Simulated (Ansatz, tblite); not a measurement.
# (KH)4 ring (K4H4): a ladder of methods and basis sets

Aim: run the singlet of (KH)4 ring (K4H4) at one geometry on many levels, and compare frontier levels, spin and run time.

The runs use Ansatz 0.2.0, Gaussian basis; as each input shows.

The runs, in order: GFN1-xTB, GFN2-xTB, PBE-D4/def2-TZVP, r2SCAN-D4/def2-TZVP, B3LYP-D4/def2-TZVP, CAM-B3LYP-D4/def2-TZVP, B97M-V/def2-TZVP, BHLYP-D4/def2-TZVP, HSE06-D4/def2-TZVP, ωB97X-V/def2-TZVP, BLYP-D4/def2-TZVP, PBE-D4/def2-SVP, PBE0-D4/def2-SVP, HF/STO-3G, CCSD(T)/def2-TZVPP, MP2/def2-TZVP, RPA/def2-TZVP.

**1. The geometry**

The singlet was relaxed beforehand with PBE-D4/def2-SVP.

8 atoms, charge 0, spin multiplicity 1.

Bond lengths: K1–H2 2.455 Å, K1–K3 4.572 Å, K1–K7 4.552 Å, K1–H8 2.453 Å, H2–K3 2.455 Å, K3–H4 2.453 Å, K3–K5 4.552 Å, H4–K5 2.453 Å, K5–H6 2.455 Å, K5–K7 4.572 Å, H6–K7 2.455 Å, K7–H8 2.453 Å. Angles: H2–K1–K3 21.4°, H2–K1–K7 111.4°, H2–K1–H8 133.3°, K3–K1–K7 90.0°, K3–K1–H8 111.9°, K7–K1–H8 21.9°, K1–H2–K3 137.3°, K1–K3–H2 21.4°, K1–K3–H4 111.9°, K1–K3–K5 90.0°, H2–K3–H4 133.3°, H2–K3–K5 111.4°, H4–K3–K5 21.9°, K3–H4–K5 136.1°, K3–K5–H4 21.9°, K3–K5–H6 111.4°, K3–K5–K7 90.0°, H4–K5–H6 133.3° and more.

PBE0-D4/def2-TZVP was run before; its log isn't repeated, and its numbers join the tables.

**2. GFN1-xTB**

Tight binding, by tblite at 300 K electronic temperature and without a spin-polarisation term:

```python
tblite.interface.Calculator('GFN1-xTB', numbers, positions, charge=0, uhf=0).singlepoint()
```

Energy -101.3606 eV, HOMO -12.87 eV, LUMO -8.11 eV; 0.012 s.

**3. GFN2-xTB**

Tight binding, by tblite at 300 K electronic temperature and without a spin-polarisation term:

```python
tblite.interface.Calculator('GFN2-xTB', numbers, positions, charge=0, uhf=0).singlepoint()
```

Energy -78.0009 eV, HOMO -8.41 eV, LUMO -6.51 eV; 0.002 s.

**4. PBE-D4/def2-TZVP**

start.molden holds the orbitals of an earlier run on this state, given as this run's starting guess.

in.yaml reads:

```yaml
crystal:
  periodic: [false, false, false]
  atoms:
    - {symbol: K, position_ang: [2.488951, -1.750362, -1.069877]}
    - {symbol: H, position_ang: [3.101874, -0.106353, 0.647169]}
    - {symbol: K, position_ang: [1.964340, 1.597948, 1.999007]}
    - {symbol: H, position_ang: [-0.367654, 2.345425, 2.149301]}
    - {symbol: K, position_ang: [-2.488919, 1.750487, 1.069742]}
    - {symbol: H, position_ang: [-3.101928, 0.106178, -0.646983]}
    - {symbol: K, position_ang: [-1.964358, -1.598014, -1.998933]}
    - {symbol: H, position_ang: [0.367683, -2.345308, -2.149425]}
basis:
  gaussian: {orbitals: def2-TZVP, initial_orbitals: start.molden}
hamiltonian: {xc: pbe, dispersion: d4}
scf: {omitted_lower_state_checks: [starts]}
output: {orbitals: {seedname: orbitals}}
```

On the command line:

```console
$ ansatz run in.yaml --threads 4 --pin off --events-out ev --progress --plain --max-ram 3916MiB
```

Further steps of the session: r2SCAN-D4/def2-TZVP; B3LYP-D4/def2-TZVP; CAM-B3LYP-D4/def2-TZVP; B97M-V/def2-TZVP; BHLYP-D4/def2-TZVP; HSE06-D4/def2-TZVP; ωB97X-V/def2-TZVP; BLYP-D4/def2-TZVP; PBE-D4/def2-SVP; PBE0-D4/def2-SVP; HF/STO-3G; CCSD(T)/def2-TZVPP; MP2/def2-TZVP; RPA/def2-TZVP.

Q: Predict the results of all the runs planned. Wanted: gap in def2-TZVP, named functionals, smallest and largest; correlation energy, CCSD(T)/def2-TZVPP; correlation energy, MP2/def2-TZVP; binding an atom, CCSD(T)/def2-TZVPP; PBE0 total energy, smallest basis above largest.

As calculated:

| quantity | value |
| --- | --- |
| gap in def2-TZVP, named functionals, smallest and largest | 2.80 eV (BLYP-D4), 7.63 eV (ωB97X-V) |
| correlation energy, CCSD(T)/def2-TZVPP | -22.33 eV |
| correlation energy, MP2/def2-TZVP | -19.38 eV |
| binding an atom, CCSD(T)/def2-TZVPP | 1.399 eV |
| PBE0 total energy, smallest basis above largest | 8.55 eV (def2-SVP, def2-TZVP) |

What this shows: Orbital gaps of the named functionals in def2-TZVP span 2.80 eV (BLYP-D4) to 7.63 eV (ωB97X-V); exact exchange widens it. A small miss in a minimal or small basis is a cancelling of errors, not accuracy. The functionals in def2-TZVP miss CCSD(T)/def2-TZVPP by -0.014 (HSE06-D4) to +0.132 eV (B97M-V) an atom. CCSD(T)/def2-TZVPP isn't at the basis-set limit; small misses against it rank nothing.
